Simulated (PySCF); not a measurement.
Molecule: Cl2GaH, in a box.

```
Cl Ga H
1.0
    12.00000    0.00000    0.00000
     0.00000   13.00000    0.00000
     0.00000    0.00000   11.00000
Cl Ga H
2 1 1
Cartesian
  4.5269 6.4743 4.8494
  7.4990 4.9936 6.2186
  6.5723 6.7174 5.3834
  7.3294 8.0484 5.1795
```

Base run:

| Property | Result |
| --- | --- |
| Program | PySCF 2.14.0 |
| Functional | SCAN |
| Dispersion | D3 |
| Potentials or basis | def2-svp (all-electron) |
| k mesh | 1 × 1 × 1 |
| Occupations | fixed |
| Spin | no spin polarisation |

Its results: gap between the frontier levels 5.84 eV.

Problem. After a change of settings the same cell gave: gap between the frontier levels 5.10 eV. Which change was it?
A. functional from SCAN to OLYP; dispersion from D3 to D3(BJ)
B. functional from SCAN to SVWN5; dispersion from D3 to none
C. functional from SCAN to HSE06; dispersion from D3 to D3(BJ)

Solution. B.

Caveats: this is a molecule in a periodic box at the Γ point, so its band gap is the HOMO-LUMO gap; relativity is left out, which matters for the heavier elements; the basis of atomic orbitals isn't converged, which shifts pressures, moduli and gaps.

Runs at the PBE level aren't shown here.
